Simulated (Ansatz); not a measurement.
# LaSi3Ru: the cost of one run

Computed with Ansatz 0.2.0, driven from Python. Level of theory: DFT PBEsol, plane waves, PAW.

**1. Starting point**

It takes space group I4mm (No. 107, tetragonal). Conventional cell: a = 4.265 Å, b = 4.265 Å, c = 9.964 Å, α = 90.00°, β = 90.00°, γ = 90.00°. La (site symmetry 4mm) has 12 Si at 3.12 to 3.37 Å and 5 Ru at 3.39 to 3.42 Å in its first shell of neighbours. Si (site symmetry 4mm) is surrounded by 1 Ru at 2.37 Å and 4 Si at 2.65 Å and 4 La at 3.12 Å. Si (site symmetry 2mm) is surrounded by 2 Ru at 2.38 Å and 2 Si at 2.65 Å and 4 La at 3.19 to 3.37 Å. Ru (site symmetry 4mm) has 5 Si at 2.37 to 2.38 Å in its first shell of neighbours.

The script holds or builds the structure itself.

**2. The code**

fermi.py reads:

```python
import ansatz as az


def main() -> None:
    crystal = (
        az.Lattice.from_parameters(4.265457, 4.265457, 9.964465, alpha=90, beta=90, gamma=90)
        .space_group(107, hermann_mauguin="I4mm")
        .atom("La", (0.5, 0.5, 0.499294))
        .atom("Si", (0.0, 0.0, 0.417728))
        .atom("Si", (0.5, 0.0, 0.260665))
        .atom("Ru", (0.5, 0.5, 0.15565))
        .primitive()
    )

    job = (
        crystal.calculation()
        .functional("pbesol")
        .basis(31 * az.Ry)
        .kpoints(10, 10, 10, center="gamma")
        .occupations(az.OccupationsMethod.COLD)
        .eigenstates(nscf_kmesh=(12, 12, 12), level_slopes=True)
    )
    surface = job.run().fermi_surface().to_plain()
    for way, reading in surface.items():
        if reading:
            rho_lambda = [f"{v:.3e}" for v in reading["resistivity_times_mean_free_path_ohm_m2"]]
            print(f"{way:24s} area {reading['spin_summed_area_per_ang2']:8.3f} 1/A^2  rho*lambda (ohm m^2) {rho_lambda}")


if __name__ == "__main__":
    main()
```

**3. The input behind the calls**

The engine receives this input:

```yaml
crystal:
  lattice:
    a: 4.265457
    b: 4.265457
    c: 9.964465
    alpha: 90.0
    beta: 90.0
    gamma: 90.0
  space_group: 107
  setting:
    hermann_mauguin: I4mm
  atoms:
    - { symbol: La, position: [0.5, 0.5, 0.499294] }
    - { symbol: Si, position: [0.0, 0.0, 0.417728] }
    - { symbol: Si, position: [0.5, 0.0, 0.260665] }
    - { symbol: Ru, position: [0.5, 0.5, 0.15565] }
  reduce_to_primitive: true
basis:
  ecutwfc: 421.77648681281397
kpoints:
  mp_grid:
    grid: [10, 10, 10]
    shift: [0.0, 0.0, 0.0]
hamiltonian:
  xc: pbesol
scf:
  occupations:
    method: cold
output:
  eigenstates:
    nscf_kmesh:
      grid: [12, 12, 12]
    de_dk: true
```

**4. The run**

The run is started by

```console
$ python fermi.py
```

What time and memory should one allow on 1 thread of Arm Neoverse V2, shared host?

About 53 s, with a peak of 0.53 GiB.
